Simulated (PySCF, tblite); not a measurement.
# C₄H₁₄BFSi₂: geometry, infrared bands and NMR shifts

Wanted: the infrared bands and NMR shifts of C₄H₁₄BFSi₂ (`B[SiH2][C@H](CF)C[SiH2]C`), by calculation.

Programs: tblite 0.8.0 and PySCF 2.14.0, with density-fitted response routines of our own. Each step states its level of theory. These are calculated values for one molecule in the gas phase, unless marked as measured. Atoms count from 0, in the outputs and in this text.

## (1) The molecule as given

22 atoms, charge 0, multiplicity 1; geometry from: force field or distance geometry start.

Bonds of the start (Å): B0–Si1 1.91, Si1–C2 1.89, C2–C3 1.52, C3–F4 1.40, C2–C5 1.50, C5–Si6 1.85, Si6–C7 1.86, B0–H8 1.19, B0–H9 1.20, Si1–H10 1.47, Si1–H11 1.47, C2–H12 1.10, C3–H13 1.09, C3–H14 1.11, C5–H15 1.14, C5–H16 1.10, Si6–H17 1.48, Si6–H18 1.47, C7–H19 1.10, C7–H20 1.10, C7–H21 1.12.

## (2) Optimising the geometry with GFN2-xTB

Job settings and geometry (Å):

```
{"job": {"kind": "relax", "xc": "GFN2-xTB", "basis": "xTB"}, "charge": 0, "multiplicity": 1}
B     -3.745500     0.591600     0.166400
Si    -2.090900     0.065900     0.968400
C     -0.632800     0.222200    -0.216900
C     -0.474100    -1.158600    -0.829600
F     -0.204800    -2.045500     0.224500
C      0.522700     0.627300     0.652300
Si     2.115000     0.871900    -0.254400
C      3.154700    -0.666600    -0.402600
H     -4.046000     1.737100     0.235700
H     -4.665100    -0.179100     0.252500
H     -1.798700     0.965800     2.097400
H     -2.117700    -1.305400     1.504700
H     -0.860500     0.932400    -1.023600
H      0.364500    -1.178700    -1.528500
H     -1.428400    -1.507500    -1.278600
H      0.218000     1.620000     1.113100
H      0.586400    -0.099700     1.481800
H      2.912700     1.831000     0.547400
H      1.948900     1.512400    -1.562200
H      2.603300    -1.555100    -0.728300
H      3.695200    -0.811300     0.550200
H      3.932700    -0.450800    -1.172800
```

The run is started by

```console
OMP_NUM_THREADS=1 python probes_run.py task.json out
```

This one command runs all jobs of the session in turn.

Output:

```text
step      E/eV     max force
  0    -681.91129    1.846
  1    -682.08921    1.250
  2    -682.19981    0.759
  3    -682.27988    0.841
  4    -682.37318    0.615
  5    -682.40651    0.389
  6    -682.43226    0.310
  7    -682.45208    0.262
  8    -682.46693    0.261
  9    -682.48001    0.222
 10    -682.49188    0.246
 11    -682.50086    0.210
 12    -682.50634    0.179
 13    -682.50933    0.105
 14    -682.51149    0.095
 15    -682.51387    0.116
 16    -682.51669    0.153
 17    -682.51953    0.122
 18    -682.52202    0.094
 19    -682.52440    0.105
 20    -682.52707    0.157
 21    -682.52998    0.171
 22    -682.53255    0.140
 23    -682.53456    0.090
 24    -682.53633    0.107
 25    -682.53811    0.097
 26    -682.53982    0.099
 27    -682.54136    0.089
 28    -682.54291    0.093
 29    -682.54475    0.113
 30    -682.54705    0.114
 31    -682.54966    0.127
 32    -682.55226    0.127
 33    -682.55482    0.105
 34    -682.55745    0.117
 35    -682.55995    0.120
 36    -682.56201    0.104
 37    -682.56343    0.087
 38    -682.56440    0.076
 39    -682.56525    0.077
 40    -682.56616    0.075
 41    -682.56706    0.069
 42    -682.56777    0.062
 43    -682.56828    0.041
 44    -682.56875    0.052
 45    -682.56936    0.063
 46    -682.57011    0.061
 47    -682.57079    0.049
 48    -682.57126    0.045
 49    -682.57165    0.047
 50    -682.57214    0.055
 51    -682.57282    0.060
 52    -682.57360    0.064
 53    -682.57431    0.060
 54    -682.57497    0.070
 55    -682.57572    0.077
 56    -682.57657    0.064
 57    -682.57736    0.056
 58    -682.57792    0.059
 59    -682.57837    0.055
 60    -682.57882    0.046
 61    -682.57932    0.055
 62    -682.57979    0.048
 63    -682.58022    0.052
 64    -682.58068    0.058
 65    -682.58123    0.059
 66    -682.58188    0.063
 67    -682.58250    0.050
 68    -682.58304    0.054
 69    -682.58353    0.058
 70    -682.58405    0.055
 71    -682.58468    0.060
 72    -682.58527    0.060
 73    -682.58602    0.065
 74    -682.58691    0.073
 75    -682.58789    0.080
 76    -682.58877    0.049
 77    -682.58952    0.054
 78    -682.59035    0.064
 79    -682.59148    0.118
 80    -682.59286    0.136
 81    -682.59394    0.146
 82    -682.59465    0.089
 83    -682.59563    0.059
 84    -682.59643    0.048
 85    -682.59705    0.051
 86    -682.59781    0.048
 87    -682.59858    0.054
 88    -682.59952    0.065
 89    -682.60068    0.068
 90    -682.60212    0.094
 91    -682.60363    0.107
 92    -682.60500    0.091
 93    -682.60615    0.080
 94    -682.60678    0.113
 95    -682.60748    0.079
 96    -682.60816    0.058
 97    -682.60927    0.068
 98    -682.60992    0.060
 99    -682.61067    0.053
100    -682.61105    0.041
101    -682.61136    0.038
102    -682.61167    0.036
103    -682.61196    0.037
104    -682.61217    0.034
105    -682.61237    0.034
106    -682.61263    0.032
107    -682.61302    0.035
108    -682.61336    0.036
109    -682.61356    0.023
110    -682.61365    0.017
111    -682.61373    0.017
112    -682.61384    0.024
113    -682.61399    0.034
114    -682.61414    0.037
115    -682.61427    0.025
116    -682.61435    0.018
117    -682.61444    0.022
118    -682.61456    0.032
119    -682.61473    0.039
120    -682.61491    0.029
121    -682.61505    0.029
122    -682.61519    0.024
123    -682.61537    0.046
124    -682.61564    0.063
125    -682.61605    0.061
126    -682.61653    0.044
127    -682.61701    0.050
128    -682.61744    0.048
129    -682.61791    0.061
130    -682.61844    0.059
131    -682.61891    0.041
132    -682.61929    0.044
133    -682.61968    0.047
134    -682.62024    0.064
135    -682.62099    0.073
136    -682.62071    0.158
137    -682.62204    0.074
138    -682.62220    0.059
139    -682.62284    0.045
140    -682.62330    0.050
141    -682.62373    0.045
142    -682.62488    0.054
143    -682.62530    0.050
144    -682.62591    0.044
145    -682.62630    0.045
146    -682.62670    0.059
147    -682.62713    0.065
148    -682.62767    0.056
149    -682.62845    0.057
150    -682.62901    0.063
151    -682.62955    0.051
152    -682.62995    0.048
153    -682.63038    0.049
154    -682.63072    0.082
155    -682.63134    0.077
156    -682.63187    0.052
157    -682.63256    0.043
158    -682.63292    0.044
159    -682.63367    0.054
160    -682.63413    0.045
161    -682.63446    0.039
162    -682.63467    0.043
163    -682.63484    0.039
164    -682.63491    0.083
165    -682.63514    0.037
166    -682.63529    0.019
167    -682.63547    0.028
168    -682.63564    0.034
169    -682.63583    0.027
170    -682.63598    0.030
171    -682.63614    0.030
172    -682.63632    0.029
173    -682.63654    0.038
174    -682.63676    0.034
175    -682.63692    0.020
176    -682.63703    0.022
177    -682.63715    0.028
178    -682.63730    0.037
179    -682.63750    0.039
180    -682.63770    0.026
181    -682.63788    0.030
182    -682.63801    0.033
183    -682.63820    0.033
184    -682.63839    0.031
185    -682.63859    0.032
186    -682.63876    0.033
187    -682.63890    0.034
188    -682.63900    0.019
189    -682.63908    0.016
190    -682.63914    0.018
191    -682.63920    0.017
192    -682.63925    0.014
193    -682.63930    0.012
194    -682.63934    0.020
195    -682.63938    0.023
196    -682.63943    0.016
197    -682.63947    0.011
198    -682.63950    0.010
199    -682.63954    0.018
200    -682.63957    0.018
201    -682.63961    0.013
202    -682.63964    0.010
```

It took 3.2 s on 1 thread of Arm Neoverse N1, shared host; peak memory 0.18 GiB.

Step by step: (not every step is listed)

| step | energy from step 0 (eV) | largest force (eV/Å) |
| --- | --- | --- |
| 0 | 0.0000 | 1.8464 |
| 1 | -0.1779 | 1.2502 |
| 2 | -0.2885 | 0.7590 |
| 3 | -0.3686 | 0.8411 |
| 4 | -0.4619 | 0.6154 |
| 5 | -0.4952 | 0.3886 |
| 6 | -0.5210 | 0.3096 |
| 7 | -0.5408 | 0.2620 |
| 8 | -0.5556 | 0.2607 |
| 26 | -0.6285 | 0.0985 |
| 44 | -0.6575 | 0.0524 |
| 62 | -0.6685 | 0.0482 |
| 80 | -0.6816 | 0.1356 |
| 98 | -0.6986 | 0.0597 |
| 116 | -0.7031 | 0.0185 |
| 134 | -0.7089 | 0.0635 |
| 152 | -0.7187 | 0.0479 |
| 170 | -0.7247 | 0.0297 |
| 188 | -0.7277 | 0.0190 |
| 197 | -0.7282 | 0.0109 |
| 198 | -0.7282 | 0.0103 |
| 199 | -0.7283 | 0.0177 |
| 200 | -0.7283 | 0.0177 |
| 201 | -0.7283 | 0.0130 |
| 202 | -0.7283 | 0.0095 |

Distances of close pairs at the start and the end, largest changes first:

| bond | before (Å) | after (Å) | change (Å) |
| --- | --- | --- | --- |
| C5–Si6 | 1.849 | 1.912 | +0.064 |
| Si1–C2 | 1.886 | 1.937 | +0.052 |
| C5–H15 | 1.136 | 1.091 | -0.045 |
| B0–Si1 | 1.912 | 1.954 | +0.041 |
| Si6–C7 | 1.863 | 1.899 | +0.036 |
| B0–H9 | 1.203 | 1.169 | -0.034 |
| C7–H21 | 1.116 | 1.086 | -0.030 |
| C2–C5 | 1.502 | 1.529 | +0.027 |

The next job starts from the end point, and lists it.

## (3) Vibrational analysis with GFN2-xTB

Job settings and geometry (Å):

```
{"job": {"kind": "ir", "xc": "GFN2-xTB", "basis": "xTB"}, "charge": 0, "multiplicity": 1}
B     -3.770116    -0.097347     0.212202
Si    -2.171113     0.370845     1.232383
C     -0.653336     0.484311     0.033708
C     -0.701761    -0.651707    -0.970394
F     -0.817520    -1.868124    -0.330242
C      0.665329     0.488893     0.807645
Si     2.233741     0.806324    -0.239219
C      3.215509    -0.804461    -0.454651
H     -4.140655     0.561713    -0.682382
H     -4.391117    -1.060209     0.445076
H     -2.191636     1.697338     1.886061
H     -1.751232    -0.552083     2.301963
H     -0.727812     1.410309    -0.544559
H      0.207823    -0.712787    -1.579200
H     -1.577452    -0.570703    -1.625015
H      0.597244     1.252835     1.583427
H      0.756790    -0.465160     1.329658
H      3.076953     1.803677     0.432559
H      1.860766     1.345164    -1.557906
H      2.625244    -1.583555    -0.929161
H      3.542608    -1.189561     0.507339
H      4.101330    -0.646326    -1.062496
```

Output:

```text
mode    cm-1     km/mol
  1      29.6      0.81
  2      44.6      0.82
  3      55.7      1.80
  4      74.7      0.98
  5      90.9      0.79
  6     108.2      0.08
  7     129.7      1.11
  8     160.3      3.76
  9     196.2      1.22
 10     208.2      2.90
 11     243.5      2.33
 12     334.8      0.83
 13     399.5     38.50
 14     456.3     57.01
 15     515.2      2.78
 16     574.5      4.64
 17     602.7      6.91
 18     640.9    139.50
 19     673.9     90.06
 20     685.4     96.55
 21     700.9     69.07
 22     713.1      9.75
 23     716.8     42.95
 24     759.2     63.62
 25     766.4     30.46
 26     791.2     68.04
 27     820.9    152.83
 28     826.3     45.77
 29     830.8    317.32
 30     844.8    297.70
 31     918.9     12.69
 32     972.0     71.64
 33    1043.1      3.49
 34    1121.7     15.96
 35    1146.4     30.23
 36    1179.5      2.31
 37    1189.3     33.50
 38    1229.8      0.99
 39    1280.1     33.65
 40    1317.1     15.23
 41    1334.9     10.69
 42    1376.0     11.79
 43    1455.8      2.80
 44    1481.5      0.91
 45    1487.4      0.29
 46    1491.0      0.47
 47    2140.6    371.30
 48    2181.4    279.49
 49    2191.8    353.28
 50    2220.2    299.67
 51    2637.2     72.32
 52    2674.1    105.30
 53    2921.1     58.25
 54    2928.2     17.48
 55    2936.2     70.21
 56    2972.6     44.25
 57    2987.5     22.27
 58    3032.7     34.52
 59    3036.5     24.49
 60    3042.9     24.93
```

It took 1.8 s on 1 thread of Arm Neoverse N1, shared host; peak memory 0.18 GiB.

The strongest bands and the atoms that carry them (share of the mass-weighted mode):

| cm⁻¹ | km/mol | atoms |
| --- | --- | --- |
| 641 | 139.5 | H10 25 %, H9 23 %, H8 14 %, B0 14 % |
| 821 | 152.8 | H17 16 %, H20 11 %, Si6 11 %, C5 11 % |
| 831 | 317.3 | H10 24 %, H11 21 %, H19 15 %, H20 13 % |
| 845 | 297.7 | H21 33 %, C7 13 %, H19 12 %, Si6 12 % |
| 2141 | 371.3 | H10 93 % |
| 2181 | 279.5 | H18 90 % |
| 2192 | 353.3 | H11 90 % |
| 2220 | 299.7 | H17 93 % |

## (4) NMR shieldings: PBE0/pcSseg-1

The job, as its differences from that of step 3:

```diff
@@ -1,2 +1,2 @@
-{"job": {"kind": "ir", "xc": "GFN2-xTB", "basis": "xTB"}, "charge": 0, "multiplicity": 1}
+{"job": {"kind": "nmr", "xc": "PBE0", "basis": "pcSseg-1"}, "charge": 0, "multiplicity": 1}
 B     -3.770116    -0.097347     0.212202
```

Level: GIAO PBE0/pcSseg-1 NMR shielding, non-relativistic, gas phase.

Output:

```text
coarse grid: 18448 points
cycle   1  E = -863.7288617242  dE =  3.471e-01  |g| = 5.802e-01  |ddm| = 3.988e+00
cycle   2  E = -863.6931404793  dE =  3.572e-02  |g| = 7.453e-01  |ddm| = 1.068e+00
cycle   3  E = -863.7994989451  dE = -1.064e-01  |g| = 6.151e-02  |ddm| = 6.405e-01
cycle   4  E = -863.8000222078  dE = -5.233e-04  |g| = 2.840e-02  |ddm| = 6.394e-02
cycle   5  E = -863.8001846222  dE = -1.624e-04  |g| = 6.348e-03  |ddm| = 2.668e-02
cycle   6  E = -863.8001935519  dE = -8.930e-06  |g| = 1.817e-03  |ddm| = 7.709e-03
final grid: 166704 points
cycle   7  E = -863.8525986886  dE = -4.475e-05  |g| = 1.017e-02  |ddm| = 2.969e-02
cycle   8  E = -863.8525772880  dE =  2.140e-05  |g| = 1.408e-02  |ddm| = 2.160e-02
cycle   9  E = -863.8526243225  dE = -4.703e-05  |g| = 1.140e-03  |ddm| = 1.255e-02
cycle  10  E = -863.8526245822  dE = -2.598e-07  |g| = 2.947e-04  |ddm| = 1.213e-03
cycle  11  E = -863.8526245988  dE = -1.659e-08  |g| = 6.557e-05  |ddm| = 2.971e-04
cycle  12  E = -863.8526245999  dE = -1.073e-09  |g| = 1.967e-05  |ddm| = 9.539e-05
cycle  13  E = -863.8526246000  dE = -9.686e-11  |g| = 5.796e-06  |ddm| = 2.429e-05
converged SCF energy = -863.8526246000

GIAO shielding tensors (ppm)
atom      isotropic    diamagn.    paramagn.     s11        s22        s33       span
  0 B      -18.926     198.374    -217.300   -150.679    -59.367    153.268    303.947
  1 Si     410.342     881.510    -471.168    355.788    411.363    463.873    108.085
  2 C      153.187     253.065     -99.878    147.356    154.465    157.741     10.385
  3 C       95.478     245.672    -150.193     62.948     85.937    137.550     74.602
  4 F      418.388     476.257     -57.869    374.049    417.272    463.844     89.795
  5 C      170.971     253.894     -82.923    154.099    166.038    192.776     38.677
  6 Si     386.801     880.617    -493.816    347.620    383.851    428.932     81.312
  7 C      190.421     252.661     -62.239    184.951    187.196    199.117     14.166
  8 H       20.812      30.025      -9.213      6.254     26.602     29.581     23.327
  9 H       20.792      29.548      -8.755      7.109     26.345     28.923     21.814
 10 H       27.519      29.878      -2.359     24.724     25.856     31.977      7.252
 11 H       27.709      30.207      -2.498     24.675     26.484     31.968      7.293
 12 H       30.141      34.238      -4.096     26.159     28.982     35.282      9.123
 13 H       26.863      32.342      -5.479     23.917     27.014     29.658      5.741
 14 H       27.673      32.332      -4.659     24.050     27.151     31.818      7.768
 15 H       30.511      33.169      -2.658     24.262     30.999     36.272     12.009
 16 H       30.460      34.568      -4.108     26.363     30.650     34.366      8.002
 17 H       27.437      29.553      -2.117     23.594     25.865     32.852      9.258
 18 H       27.639      30.571      -2.932     24.431     26.690     31.796      7.365
 19 H       31.405      32.434      -1.029     26.481     30.525     37.210     10.728
 20 H       31.418      29.939       1.479     27.137     28.979     38.139     11.002
 21 H       31.506      27.419       4.087     26.663     27.798     40.058     13.395
```

It took 95 s on 1 thread of Arm Neoverse N1, shared host; peak memory 1.1 GiB.

The references, computed at this level on geometries of the same kind, shield at (ppm): 1H TMS 31.72, 13C TMS 186.9, 29Si TMS 349.2, 19F CFCl3 170.9, 11B BF3·OEt2 100.1. Their shielding less the atom's gives the shift. The references are single molecules in the gas phase, so shifts against H2O, NH3, PH3, H3PO4 or CFCl3 are not on the usual liquid scales and can be off by tens of ppm. Atoms listed in one row are averaged.

| atoms | environment | σ (ppm) | δ (ppm) | δ scaled to CDCl3 |
| --- | --- | --- | --- | --- |
| C3 | sp3 CH2 bonded to F | 95.5 | 91.4 | 87.3 |
| C2 | sp3 CH bonded to Si | 153.2 | 33.7 | 31.0 |
| C5 | sp3 CH2 bonded to Si | 171.0 | 16.0 | 13.7 |
| C7 | methyl carbon bonded to Si | 190.4 | -3.5 | -5.3 |
| H8, H9 | hydrogen on a boron bonded to Si | 20.80 | 10.91 | – |
| H13 | hydrogen on an sp3 CH2 bonded to F | 26.86 | 4.85 | 4.68 |
| H17 | hydrogen on a silicon bonded to 2 C | 27.44 | 4.28 | – |
| H10 | hydrogen on a silicon bonded to C, B | 27.52 | 4.20 | – |
| H18 | hydrogen on a silicon bonded to 2 C | 27.64 | 4.08 | – |
| H14 | hydrogen on an sp3 CH2 bonded to F | 27.67 | 4.04 | 3.92 |
| H11 | hydrogen on a silicon bonded to C, B | 27.71 | 4.01 | – |
| H12 | hydrogen on an sp3 CH bonded to Si | 30.14 | 1.58 | 1.59 |
| H16 | hydrogen on an sp3 CH2 bonded to Si | 30.46 | 1.26 | 1.29 |
| H15 | hydrogen on an sp3 CH2 bonded to Si | 30.51 | 1.21 | 1.24 |
| H19, H20, H21 | hydrogen on a methyl carbon bonded to Si | 31.44 | 0.27 | 0.36 |
| B0 | boron bonded to Si, 2 H | -18.9 | 119.0 | – |
| Si6 | silicon bonded to 2 C, 2 H | 386.8 | -37.6 | – |
| Si1 | silicon bonded to C, B, 2 H | 410.3 | -61.2 | – |
| F4 | fluorine on an sp3 carbon | 418.4 | -247.4 | – |

The scaled column applies a straight-line fit of computed shieldings to shifts measured in CDCl3, and one for carbons that bear F (root-mean-square error 0.16 ppm for H, 1.9 ppm for C).

Charges from the same density, by scheme (e):

| atoms | Mulliken | IAO | Hirshfeld | ESP fit |
| --- | --- | --- | --- | --- |
| B0 | -0.20 | -0.21 | 0.09 | 0.37 |
| Si1 | 0.48 | 0.58 | 0.25 | 0.09 |
| C2 | -0.60 | -0.35 | -0.11 | -0.04 |
| C3 | 0.19 | 0.05 | 0.02 | -0.05 |
| F4 | -0.34 | -0.33 | -0.11 | -0.21 |
| C5 | -0.49 | -0.54 | -0.16 | -0.41 |
| Si6 | 0.62 | 0.75 | 0.35 | 0.66 |
| C7 | -0.63 | -0.71 | -0.21 | -0.65 |

Mayer bond orders: B0–Si1 0.97, Si1–C2 0.83, C2–C3 1.03, C3–F4 0.87, C2–C5 1.01, C5–Si6 0.87, Si6–C7 0.96.

The fields below are evaluated on a grid from the run's orbitals.

Frontier orbitals at PBE0/pcSseg-1, with the share of their density that lies nearest to each atom:

| orbital | energy (eV) | lies on |
| --- | --- | --- |
| HOMO | -7.65 | C2, C5 about 18 % each; Si1 14 %; Si6 9 % |
| LUMO | -2.57 | B0 53 %; H8, H9 about 12 % each |

ELF in a plane through or near 6 of the atoms.

Values, 10 rows by 14 columns:
```
0.00 0.00 0.00 0.00 0.00 0.00 0.00 0.00 0.00 0.00 0.00 0.00 0.00 0.00
0.00 0.00 0.00 0.00 0.00 0.00 0.00 0.00 0.01 0.31 0.06 0.00 0.00 0.00
0.00 0.00 0.00 0.28 0.79 0.01 0.96 0.67 0.21 1.00 0.97 0.01 0.00 0.00
0.00 0.00 0.00 0.34 0.91 0.25 0.94 0.65 0.24 0.94 0.73 0.04 0.00 0.00
0.00 0.00 0.01 0.09 0.41 0.44 0.28 0.89 0.94 0.44 0.92 0.12 0.00 0.00
0.00 0.00 0.95 0.90 0.91 0.31 0.10 0.75 0.56 0.55 0.17 0.26 0.16 0.00
0.00 0.00 0.97 0.88 0.71 0.02 0.93 0.18 0.57 0.02 0.09 0.67 0.24 0.00
0.00 0.00 0.01 0.04 0.50 0.00 0.83 0.18 0.25 0.06 0.01 0.06 0.01 0.00
0.00 0.00 0.00 0.00 0.00 0.00 0.00 0.00 0.00 0.00 0.00 0.00 0.00 0.00
0.00 0.00 0.00 0.00 0.00 0.00 0.00 0.00 0.00 0.00 0.00 0.00 0.00 0.00
```
The map spans 13.9 Å across and 9.7 Å up, centred on the molecule. Atoms in the plane (x, y in Å): B0 (3.8, -0.4), C3 (0.6, -1.3), C5 (-0.6, 1.0), H10 (2.5, 2.2), H15 (-0.4, 2.0), H21 (-4.2, -0.8).

On the surface of density 0.002 e/bohr³ the electrostatic potential runs, from the 1st to the 99th percentile, from -0.96 V near F4 to 1.52 V near B0.

## (5) Summary of results

```
                                                              quantity                                                                  value
                             strongest single infrared mode (GFN2-xTB)                                                  2141 cm⁻¹, 371 km/mol
                                          zero-point energy (GFN2-xTB)                                                         102.8 kcal/mol
                                13C shifts against TMS (PBE0/pcSseg-1)                                             91.4, 33.7, 16.0, -3.5 ppm
1H shifts against TMS (PBE0/pcSseg-1, means over atoms taken as alike)  10.91, 4.85, 4.28, 4.20, 4.08, 4.04, 4.01, 1.58, 1.26, 1.21, 0.27 ppm
                           11B shifts against BF3·OEt2 (PBE0/pcSseg-1)                                                              119.0 ppm
                               29Si shifts against TMS (PBE0/pcSseg-1)                                                       -37.6, -61.2 ppm
                              19F shifts against CFCl3 (PBE0/pcSseg-1)                                                             -247.4 ppm
                                 surface potential, 1st and 99th percentile                                                     -0.96 V and 1.52 V
```

**Reading.** The optimisation took 202 steps and gained 0.728 eV; among the close pairs (by a distance rule), C5–Si6 changed most, from 1.849 to 1.912 Å. All 60 modes are real, so the xTB geometry is a minimum. The strongest single mode, at 2141 cm⁻¹, moves mainly H10. Unscaled tight-binding wavenumbers are off by several per cent, some by more. Its intensities can rank the bands wrongly. C3 (sp3 CH2 bonded to F) lies farthest downfield among carbon, at 91.4 ppm; pulled downfield by the heteroatom. At PBE0/pcSseg-1: Shielding is most anisotropic at B0 (span 304 ppm, paramagnetic term -217 ppm). By nearest atom (PBE0/pcSseg-1), the HOMO sits on C2, C5 about 18 % each; Si1 14 % and the LUMO on B0 53 %; H8, H9 about 12 % each.
